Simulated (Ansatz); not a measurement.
# CH₅O₂Si radical: a ladder of functionals and wavefunction methods

One table from this session's results is given with a row withheld; the runs are named, their logs left out.

The runs use Ansatz 0.2.0, Gaussian basis; functionals in def2-TZVPP, the program's frozen cores in correlated methods.

Plan: PBE-D4, r2SCAN-D4, PBE0-D4, B3LYP-D4, ωB97X-V, ωB97M-V, B2PLYP; CCSD(T)/def2-TZVPP; MP2/def2-QZVPP; extrapolation to the limit.

**The geometry**

An earlier PBE0-D4 in a triple-zeta def2 set relaxation fixed the geometry.

SMILES `[CH2][SiH](O)O`, 9 atoms, charge 0, spin multiplicity 2.

Atoms are counted from 1 here; the program's logs count them from 0.

Bond lengths: C1–Si2 1.826 Å, C1–H5 1.085 Å, C1–H6 1.085 Å, Si2–O3 1.644 Å, Si2–O4 1.644 Å, Si2–H7 1.494 Å, O3–H8 0.957 Å, O4–H9 0.957 Å. Angles: Si2–C1–H5 122.3°, Si2–C1–H6 122.3°, H5–C1–H6 115.4°, C1–Si2–O3 106.9°, C1–Si2–O4 106.5°, C1–Si2–H7 114.0°, O3–Si2–O4 114.3°, O3–Si2–H7 107.6°, O4–Si2–H7 107.8°, Si2–O3–H8 117.6°, Si2–O4–H9 117.8°.

The first run:

in.yaml

```yaml
crystal:
  periodic: [false, false, false]
  atoms:
    - {symbol: C, position_ang: [-0.783591, 0.648895, 1.192105]}
    - {symbol: Si, position_ang: [0.264725, -0.038750, -0.135355]}
    - {symbol: O, position_ang: [0.140239, -1.675407, -0.041390]}
    - {symbol: O, position_ang: [-0.286974, 0.600578, -1.545321]}
    - {symbol: H, position_ang: [-1.255404, 1.622526, 1.112951]}
    - {symbol: H, position_ang: [-0.953925, 0.124109, 2.126203]}
    - {symbol: H, position_ang: [1.711407, 0.311258, -0.009696]}
    - {symbol: H, position_ang: [0.857675, -2.196516, -0.402458]}
    - {symbol: H, position_ang: [0.305838, 0.603327, -2.297028]}
basis:
  gaussian: {orbitals: def2-TZVPP}
magnetization: {spin_polarized: true, initial_magnetization: 1}
hamiltonian: {xc: pbe, dispersion: d4}
output: {forces: true, orbitals: {seedname: orbitals}}
```

Launch:

```sh
ansatz run in.yaml --threads 2 --pin off --events-out ev --progress --plain --max-ram 22528MiB --backend cpu
```

Steps of the session up to this table: PBE-D4 (GGA); r2SCAN-D4 (meta-GGA); PBE0-D4 (hybrid); B3LYP-D4 (hybrid); ωB97X-V (range-separated); ωB97M-V (range-separated); B2PLYP (double hybrid); CCSD(T) in def2-TZVPP; MP2 in def2-QZVPP.

One of the session's tables, all rows but one given; the rest of the session is left out.

```
            method  atomisation energy (eV)
            PBE-D4                        ?
         r2SCAN-D4                   35.037
           PBE0-D4                   34.581
          B3LYP-D4                   34.758
           ωB97X-V                   34.886
           ωB97M-V                   34.934
            B2PLYP                   34.494
     HF/def2-TZVPP                   25.458
    MP2/def2-TZVPP                   34.656
   CCSD/def2-TZVPP                   33.537
CCSD(T)/def2-TZVPP                   33.979
           MP2/CBS                   35.682
       CCSD(T)/CBS                   35.005
```

Q: Estimate the row for PBE-D4 from the others.

The run gave: atomisation energy (eV): 35.205. In the column «atomisation energy (eV)» it lies between r2SCAN-D4 (35.037) and MP2/CBS (35.682).
